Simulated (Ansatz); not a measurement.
**C₂H₆OSi: one species, many methods**

An exercise on one series of results from a longer session: the logs are not shown, and one member is left open.

Computed with Ansatz 0.2.0, Gaussian basis. Level: functionals in def2-TZVPP, the program's frozen cores in correlated methods.

Levels to be run: LDA (SPW92), PBE-D4, revPBE-D4, BLYP-D4, r2SCAN-D4, B97M-V, PBE0-D4, B3LYP-D4, r2SCANh-D4, r2SCAN0-D4, HSE06-D4, BHLYP-D4, CAM-B3LYP-D4, LC-ωPBE, ωB97X-V, ωB97M-V, B2PLYP, PBE-QIDH; CCSD(T)/def2-SVP; CCSD(T)/def2-TZVPP; MP2/def2-QZVPP; extrapolation to the limit; RPA on PBE.

### The relaxed structure

An earlier PBE0-D4 in a triple-zeta def2 set relaxation fixed the geometry.

10 atoms, charge 0, spin multiplicity 1.

Atoms are counted from 1 here; the program's logs count them from 0.

Bond lengths: O1–C2 1.398 Å, O1–H5 0.963 Å, C2–C3 1.539 Å, C2–Si4 1.857 Å, C2–H6 1.092 Å, C3–Si4 1.856 Å, C3–H7 1.085 Å, C3–H8 1.087 Å, Si4–H9 1.478 Å, Si4–H10 1.476 Å. Angles: C2–O1–H5 108.0°, O1–C2–C3 117.9°, O1–C2–Si4 120.1°, O1–C2–H6 114.4°, C3–C2–Si4 65.5°, C3–C2–H6 113.5°, Si4–C2–H6 116.5°, C2–C3–Si4 65.5°, C2–C3–H7 117.6°, C2–C3–H8 114.2°, Si4–C3–H7 122.9°, Si4–C3–H8 114.8°, H7–C3–H8 113.4°, C2–Si4–C3 49.0°, C2–Si4–H9 119.3°, C2–Si4–H10 119.1°, C3–Si4–H9 120.3°, C3–Si4–H10 117.5° and more.

Set-up of the first run:

The input, in.yaml:

```yaml
crystal:
  periodic: [false, false, false]
  atoms:
    - {symbol: O, position_ang: [-0.759252, 1.058541, -1.275207]}
    - {symbol: C, position_ang: [-0.581838, 0.455799, -0.026617]}
    - {symbol: C, position_ang: [-0.062548, -0.992177, 0.007584]}
    - {symbol: Si, position_ang: [1.123631, 0.265300, 0.681997]}
    - {symbol: H, position_ang: [-1.471166, 0.596165, -1.729776]}
    - {symbol: H, position_ang: [-1.387592, 0.646067, 0.685333]}
    - {symbol: H, position_ang: [-0.590458, -1.701453, 0.636876]}
    - {symbol: H, position_ang: [0.202654, -1.393493, -0.967428]}
    - {symbol: H, position_ang: [1.319548, 0.397889, 2.141419]}
    - {symbol: H, position_ang: [2.290220, 0.616362, -0.151280]}
basis:
  gaussian: {orbitals: def2-TZVPP}
hamiltonian: {xc: lda}
output: {orbitals: {seedname: orbitals}}
```

Started as:

```bash
ansatz run in.yaml --threads 2 --pin off --events-out ev --progress --plain --max-ram 4352MiB
```

Steps of the session up to this table: LDA; PBE-D4 (GGA); revPBE-D4 (GGA); BLYP-D4 (GGA); r2SCAN-D4 (meta-GGA); B97M-V (meta-GGA); B3LYP-D4 (hybrid); r2SCANh-D4 (hybrid); r2SCAN0-D4 (hybrid); HSE06-D4 (hybrid); BHLYP-D4 (hybrid); CAM-B3LYP-D4 (range-separated); LC-ωPBE (range-separated); ωB97X-V (range-separated); ωB97M-V (range-separated); B2PLYP (double hybrid); PBE-QIDH (double hybrid).

One of the session's tables, all rows but one given; the rest of the session is left out.

It belongs to the step «Orbital energies across the functionals». 

| functional | HOMO (eV) | gap (eV) |
| --- | --- | --- |
| LDA (SPW92) | -5.78 | 4.99 |
| PBE-D4 | -5.66 | 5.04 |
| revPBE-D4 | -5.61 | 5.06 |
| BLYP-D4 | -5.54 | 5.00 |
| r2SCAN-D4 | -5.87 | 5.57 |
| B97M-V | -5.95 | 5.47 |
| PBE0-D4 | -6.83 | 7.02 |
| B3LYP-D4 | -6.63 | 6.59 |
| r2SCANh-D4 | -6.31 | 6.29 |
| r2SCAN0-D4 | -6.96 | 7.36 |
| HSE06-D4 | -6.43 | 6.25 |
| BHLYP-D4 | -7.88 | 8.86 |
| CAM-B3LYP-D4 | -8.16 | 9.28 |
| LC-ωPBE | ? | ? |
| ωB97X-V | -9.13 | 11.27 |
| ωB97M-V | -9.01 | 10.85 |

Q: Estimate the row for LC-ωPBE from the others.

As computed: HOMO (eV): -9.48; gap (eV): 11.73. In the column «HOMO (eV)» it is the lowest.
